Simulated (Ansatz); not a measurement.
**TaV in Ansatz: the effect of starting spin order**

Crystal: TaV.

```
Ta V
1.0
     1.60670   -2.30777    0.00000
     1.60670    2.30777    0.00000
     0.00000    0.00000    8.68272
Ta V
2 2
Direct
  0.00000 0.00000 0.00000
  0.00000 0.00000 0.50000
  0.50000 0.50000 0.25000
  0.50000 0.50000 0.75000
```

The cell comes from a database or a generator and needn't be the stable form of this composition.

The cell isn't the ideal one: another cell of the same crystal, with 4 atoms.

Alike in all runs:

| Property | Result |
| --- | --- |
| Program | Ansatz 0.2.0 |
| Task | single point |
| Functional | PBE |
| Potentials or basis | Ansatz PAW |
| Cutoff | 420 eV (not typed: the program's choice for these potentials) |
| k mesh | 8 × 8 × 3 |
| Occupations | fermi-dirac, width 0.05 eV |

| starting spin order | energy over the lowest run (meV/atom) | final net moment (μB) | final largest site moment (μB) |
| --- | --- | --- | --- |
| antiferromagnetic | ? | ? | ? |
| ferrimagnetic | 0.0 | 0.40 | 0.16 |
| random collinear | 0.0 | -0.40 | 0.16 |

What does the run with starting spin order antiferromagnetic give?

Energy over the lowest run 0.5 meV/atom; final net moment 0.00 μB; final largest site moment 0.00 μB.

Caveats: the starting moments weren't kept.
